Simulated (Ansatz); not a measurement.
## Sn3Se under changes of volume

One of the cells (26.656 Å³/atom); the others are scaled copies at fixed shape and fractional positions:

```xyz
4
Lattice="4.7419 0.0000 0.0000 0.0000 4.7419 0.0000 0.0000 0.0000 4.7419" Properties=species:S:1:pos:R:3 pbc="T T T"
Sn    2.3709    2.3709    0.0000
Sn    2.3709    0.0000    2.3709
Sn    0.0000    2.3709    2.3709
Se    0.0000    0.0000    0.0000
```

The cell comes from a database or a generator and needn't be the stable form of this composition.

- Program: Ansatz 0.2.0
- Functional: PBEsol
- Potentials or basis: all-electron LAPW, scalar-relativistic
- Cutoff: 162 eV (chosen from the basis error)
- Basis error allowed: 0.001 eV/atom
- k mesh: 6 × 6 × 6
- Occupations: fermi-dirac, width 0.05 eV
- Spin: no spin polarisation

```tsv
volume (Å³/atom)	energy over the lowest point (meV/atom)	pressure (GPa)
25.056	0.00	0.4
25.590	0.40	-0.7
26.123	?	?
26.656	11.70	-2.6
27.189	21.87	-3.5
27.722	34.66	-4.2
28.255	49.75	-4.8
```

What does the run at 26.123 Å³/atom give?

Energy over the lowest point 4.42 meV/atom; pressure -1.7 GPa.

Worked out: A Birch-Murnaghan fit of order 3 (a polynomial in V^(-2/3)) to the other rows has its minimum at 25.27 Å³/atom with B0 = V·E''(V) = 55 GPa and B' = 4.3. It gives 4.43 meV/atom at 26.123 Å³/atom, against the run's 4.42, and -dE/dV = -1.7 GPa, against -1.7.

Energies are extrapolated to zero smearing.
